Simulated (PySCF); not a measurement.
# C4H3ClO2: the cost of one run

Programs: PySCF 2.14.0, with routines of our own; each step states its level. All values are computed. Atoms count from 0.

## 1. The system as given

10 atoms, charge 0, multiplicity 1; geometry from: GFN2-xTB.

## 2. Magnetic properties: GIAO PBE/pcSseg-1

Job settings and geometry (Å):

```
{"job": {"kind": "mag", "xc": "PBE", "basis": "pcSseg-1", "isotopologues": 2}, "charge": 0, "multiplicity": 1}
O      2.108540    -1.542379     0.797684
C      1.785782    -0.629825     0.086912
O      2.648675     0.090432    -0.641360
C      0.432663    -0.171554    -0.093923
C     -0.700748     0.207200    -0.238126
C     -2.068496     0.616522    -0.378169
Cl    -3.161443    -0.571684     0.425387
H      3.551799    -0.237448    -0.505898
H     -2.232194     1.582718     0.101875
H     -2.355697     0.660672    -1.429752
```

Method: GIAO PBE/pcSseg-1 magnetisability, rotational g tensor and spin-rotation constants, non-relativistic, gas phase.

Run with:

```
OMP_NUM_THREADS=1 python excited_run.py task.json out
```

The driver reads the jobs from task.json and runs them one after another.

**Question.** How long does this first job take on 1 thread of Arm Neoverse V2, shared host, and how much memory does it need?

About 19 s, with a peak of 0.53 GiB.
